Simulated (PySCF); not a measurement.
**C5H11GeNOSi: NMR shifts**

What NMR shifts should C5H11GeNOSi (`C=C[Si@@H](C#N)[O][GeH2][CH2]C`) show?

Computed with PySCF 2.14.0, with density-fitted response routines of our own, on a single molecule in the gas phase. Atoms are numbered from 0 throughout.

### Step 1. Starting geometry

20 atoms, charge 0, multiplicity 1; geometry from: GFN2-xTB.

Bonds of the start (Å): C0–C1 1.32, C1–Si2 1.88, Si2–C3 1.88, C3–N4 1.15, Si2–O5 1.61, O5–Ge6 1.76, Ge6–C7 1.98, C7–C8 1.52, C0–H9 1.08, C0–H10 1.08, C1–H11 1.08, Si2–H12 1.47, Ge6–H13 1.51, Ge6–H14 1.52, C7–H15 1.09, C7–H16 1.09, C8–H17 1.09, C8–H18 1.09, C8–H19 1.09.

### Step 2. Nuclear shieldings: PBE0/pcSseg-1

The job: settings as JSON, then the geometry in Å.

```
{"job": {"kind": "nmr", "xc": "PBE0", "basis": "pcSseg-1"}, "charge": 0, "multiplicity": 1}
C      4.018109     0.140020    -0.972827
C      2.926246    -0.542870    -0.668835
Si     1.438105     0.201560     0.205219
C      0.770562     1.609265    -0.846564
N      0.360027     2.467846    -1.484594
O      0.319232    -0.957857     0.288393
Ge    -1.271742    -1.472038     0.846906
C     -2.522023     0.065657     0.774862
C     -2.829183     0.504210    -0.652135
H      4.114480     1.188394    -0.738826
H      4.864481    -0.308196    -1.470718
H      2.879786    -1.594469    -0.926297
H      1.704816     0.794478     1.520635
H     -1.547929    -2.604625    -0.110906
H     -0.990123    -2.010514     2.234795
H     -3.444328    -0.207764     1.288553
H     -2.075816     0.892203     1.332034
H     -3.520891     1.344423    -0.653069
H     -3.279193    -0.312281    -1.215366
H     -1.919762     0.813237    -1.163994
```

With the program's defaults for keys left out, this is: GIAO PBE0/pcSseg-1 NMR shielding, non-relativistic, gas phase.

Run with:

```sh
$ OMP_NUM_THREADS=1 python probes_run.py task.json out
```

The driver reads the jobs from task.json and runs them one after another.

The log of the run:

```text
coarse grid: 77224 points
cycle   1  E = -2692.4196246776  dE =  1.994e-01  |g| = 1.240e+00  |ddm| = 4.159e+00
cycle   2  E = -2692.0614550139  dE =  3.582e-01  |g| = 1.814e+00  |ddm| = 1.995e+00
cycle   3  E = -2692.5960895000  dE = -5.346e-01  |g| = 3.646e-01  |ddm| = 1.519e+00
cycle   4  E = -2692.6190157421  dE = -2.293e-02  |g| = 1.176e-01  |ddm| = 2.709e-01
cycle   5  E = -2692.6204880789  dE = -1.472e-03  |g| = 7.566e-02  |ddm| = 1.011e-01
cycle   6  E = -2692.6216648665  dE = -1.177e-03  |g| = 7.244e-03  |ddm| = 4.903e-02
cycle   7  E = -2692.6216740651  dE = -9.199e-06  |g| = 2.624e-03  |ddm| = 7.342e-03
final grid: 162296 points
cycle   8  E = -2692.6217057763  dE =  1.319e-06  |g| = 3.530e-03  |ddm| = 5.100e-03
cycle   9  E = -2692.6217014909  dE =  4.285e-06  |g| = 5.451e-03  |ddm| = 6.870e-03
cycle  10  E = -2692.6217086964  dE = -7.205e-06  |g| = 9.376e-04  |ddm| = 4.312e-03
cycle  11  E = -2692.6217088927  dE = -1.964e-07  |g| = 1.788e-04  |ddm| = 6.499e-04
cycle  12  E = -2692.6217088996  dE = -6.854e-09  |g| = 3.100e-05  |ddm| = 1.191e-04
cycle  13  E = -2692.6217088998  dE = -2.101e-10  |g| = 3.586e-06  |ddm| = 2.376e-05
converged SCF energy = -2692.6217088998

GIAO shielding tensors (ppm)
atom      isotropic    diamagn.    paramagn.     s11        s22        s33       span
  0 C       40.432     251.529    -211.097    -90.954     39.400    172.849    263.804
  1 C       44.890     262.689    -217.798    -70.804     49.032    156.444    227.248
  2 Si     405.241     882.777    -477.536    334.294    399.652    481.776    147.483
  3 C       57.261     267.316    -210.055    -61.910    -52.682    286.375    348.285
  4 N      -84.089     339.762    -423.850   -273.385   -268.620    289.739    563.124
  5 O      319.615     406.137     -86.522    261.036    323.661    374.149    113.113
  6 Ge    1328.548    2756.160   -1427.613   1189.588   1330.919   1465.136    275.548
  7 C      170.535     253.535     -83.000    160.424    171.883    179.298     18.874
  8 C      175.018     248.891     -73.873    166.380    172.152    186.522     20.142
  9 H       25.482      29.758      -4.276     21.254     25.017     30.175      8.922
 10 H       25.030      26.151      -1.121     21.692     24.662     28.736      7.044
 11 H       25.271      31.688      -6.417     22.502     24.519     28.792      6.290
 12 H       26.476      30.736      -4.261     23.242     24.987     31.198      7.956
 13 H       26.426      29.909      -3.483     19.691     22.264     37.323     17.632
 14 H       26.224      29.212      -2.988     19.231     21.917     37.524     18.293
 15 H       30.648      29.515       1.133     25.186     28.657     38.100     12.914
 16 H       30.177      33.923      -3.746     26.768     28.098     35.665      8.897
 17 H       30.105      29.053       1.052     25.293     27.056     37.967     12.675
 18 H       30.504      30.564      -0.060     25.967     28.532     37.013     11.046
 19 H       29.507      34.319      -4.811     23.594     29.050     35.878     12.284
```

It took 55 s on 1 thread of Arm Neoverse V2, shared host; peak memory 1 GiB.

The references, computed at this level on geometries of the same kind, shield at (ppm): 1H TMS 31.72, 13C TMS 186.9, 29Si TMS 349.2, 15N NH3 267.7, 17O H2O 336.1, 73Ge GeMe4 1331. Their shielding less the atom's gives the shift. The references are single molecules in the gas phase, so shifts against H2O, NH3, PH3, H3PO4 or CFCl3 are not on the usual liquid scales and can be off by tens of ppm. Atoms listed in one row are averaged.

| atoms | environment | σ (ppm) | δ (ppm) |
| --- | --- | --- | --- |
| C0 | terminal =CH2 carbon | 40.4 | 146.5 |
| C1 | alkene CH | 44.9 | 142.0 |
| C3 | nitrile carbon | 57.3 | 129.7 |
| C7 | sp3 CH2 bonded to Ge | 170.5 | 16.4 |
| C8 | methyl carbon | 175.0 | 11.9 |
| H10 | hydrogen on a terminal =CH2 carbon | 25.03 | 6.69 |
| H11 | hydrogen on an alkene CH | 25.27 | 6.45 |
| H9 | hydrogen on a terminal =CH2 carbon | 25.48 | 6.24 |
| H14 | hydrogen on a germanium bonded to C, O | 26.22 | 5.49 |
| H13 | hydrogen on a germanium bonded to C, O | 26.43 | 5.29 |
| H12 | hydrogen on a silicon bonded to 2 C, O | 26.48 | 5.24 |
| H17, H18, H19 | hydrogen on a methyl carbon | 30.04 | 1.68 |
| H16 | hydrogen on an sp3 CH2 bonded to Ge | 30.18 | 1.54 |
| H15 | hydrogen on an sp3 CH2 bonded to Ge | 30.65 | 1.07 |
| Si2 | silicon bonded to 2 C, O, H | 405.2 | -56.1 |
| N4 | nitrile nitrogen | -84.1 | 351.8 |
| O5 | oxygen bonded to Ge, Si | 319.6 | 16.5 |
| Ge6 | germanium bonded to C, O, 2 H | 1329 | 2 |

Charges from the same density, by scheme (e):

```csv
atoms,Mulliken,IAO,Hirshfeld,ESP fit
C0,-0.14,-0.26,-0.07,-0.31
C1,-0.50,-0.44,-0.14,-0.33
Si2,1.09,1.14,0.44,0.65
C3,-0.22,-0.18,-0.03,0.18
N4,-0.22,-0.20,-0.20,-0.41
O5,-0.84,-0.85,-0.32,-0.46
Ge6,0.72,0.87,0.44,0.42
C7,-0.54,-0.50,-0.14,-0.11
C8,-0.28,-0.41,-0.12,-0.13
```

Mayer bond orders: C0–C1 1.98, C1–Si2 0.89, Si2–C3 0.76, C3–N4 2.90, Si2–O5 1.04, O5–Ge6 0.67, Ge6–C7 0.95, C7–C8 1.03.

### Step 3. Outcome

```
                                                              quantity                                                     value
                                13C shifts against TMS (PBE0/pcSseg-1)                       146.5, 142.0, 129.7, 16.4, 11.9 ppm
1H shifts against TMS (PBE0/pcSseg-1, means over atoms taken as alike)  6.69, 6.45, 6.24, 5.49, 5.29, 5.24, 1.68, 1.54, 1.07 ppm
                               29Si shifts against TMS (PBE0/pcSseg-1)                                                 -56.1 ppm
                                15N shifts against NH3 (PBE0/pcSseg-1)                                                 351.8 ppm
                                17O shifts against H2O (PBE0/pcSseg-1)                                                  16.5 ppm
                             73Ge shifts against GeMe4 (PBE0/pcSseg-1)                                                     2 ppm
```

**Reading.** At PBE0/pcSseg-1: The widest tensor belongs to N4: span 563 ppm, with a paramagnetic part of -424 ppm. Spin-orbit coupling is left out, which matters for shieldings and couplings at and beside the heavy atoms.
